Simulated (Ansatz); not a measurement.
# AlH3O2: the cost of one run

Program: Ansatz 0.2.0, Gaussian basis. Level of theory: PBE0-D4/def2-TZVP structures, single points in def2-TZVPP, no counterpoise correction. These are calculated values, not measurements.

Levels: SPW92, PBE-D4, BLYP-D4, r2SCAN-D4, B97M-V, PBE0-D4, B3LYP-D4, r2SCAN0-D4, BHLYP-D4, CAM-B3LYP-D4, wB97X-V, wB97M-V, B2PLYP, PBE-QIDH, RPA on PBE, Hartree-Fock, MP2, CCSD, CCSD(T).

Correlated methods freeze the cores. B3LYP uses VWN-RPA correlation. B2PLYP carries no dispersion term here.

94 further runs of the same task are left out: 94 set aside as unsound or not needed.

## (1) The starting structure

The complex: 8 atoms, charge 0, spin multiplicity 1.

Atoms are counted from 1 here; the program's logs count them from 0.

Bond lengths: Al1–H2 1.604 Å, Al1–O3 1.694 Å, Al1–O4 1.694 Å, Al1–F6 2.124 Å, O3–H7 0.954 Å, O4–H8 0.954 Å, H5–F6 0.934 Å. Angles: H2–Al1–O3 120.6°, H2–Al1–O4 120.6°, H2–Al1–F6 83.5°, O3–Al1–O4 115.7°, O3–Al1–F6 102.1°, O4–Al1–F6 102.1°, Al1–O3–H7 123.5°, Al1–O4–H8 123.4°, Al1–F6–H5 95.4°.

Coordinates:

```mol
AlFH4O2
  3D, bonds by distance, orders not assigned

  8  7  0  0  0  0  0  0  0  0999 V2000
   -0.1597   -0.2571   -0.2536 Al  0  0
    1.1698   -1.0970    0.0650 H   0  0
   -0.2813    0.6605   -1.6725 O   0  0
   -1.6267   -0.6458    0.4994 O   0  0
    1.4542    0.6334    1.2817 H   0  0
    0.6862    1.1359    1.1083 F   0  0
    0.4560    0.8311   -2.2532 H   0  0
   -1.6985   -1.2610    1.2248 H   0  0
  1  2  8  0
  1  3  8  0
  1  4  8  0
  1  6  8  0
  3  7  8  0
  4  8  8  0
  5  6  8  0
M  END
```

Its parts: AlH3O2 holds atoms 1, 2, 3, 4, 7, 8; HF holds atoms 5, 6. Each part counts its atoms afresh in its own runs.

## (2) Relaxing AlH3O2 alone

File relax-a/in.yaml:

```yaml
crystal:
  periodic: [false, false, false]
  atoms:
    - {symbol: Al, position_ang: [-0.159667, -0.257121, -0.253563]}
    - {symbol: H, position_ang: [1.169766, -1.096965, 0.065027]}
    - {symbol: O, position_ang: [-0.281287, 0.660477, -1.672458]}
    - {symbol: O, position_ang: [-1.626666, -0.645796, 0.499376]}
    - {symbol: H, position_ang: [0.456021, 0.831081, -2.253176]}
    - {symbol: H, position_ang: [-1.698496, -1.261043, 1.224826]}
basis:
  gaussian: {orbitals: def2-TZVP}
hamiltonian: {xc: pbe0, dispersion: d4}
relax: {f_tol: 0.005, max_steps: 200}
```

On the command line:

```bash
$ ansatz run in.yaml --threads 2 --pin off --events-out ev --progress --plain --max-ram 4352MiB
```

**Question.** How long does this run take on 2 threads of Intel Xeon Platinum 8488C, shared host?

About 8.5 s.
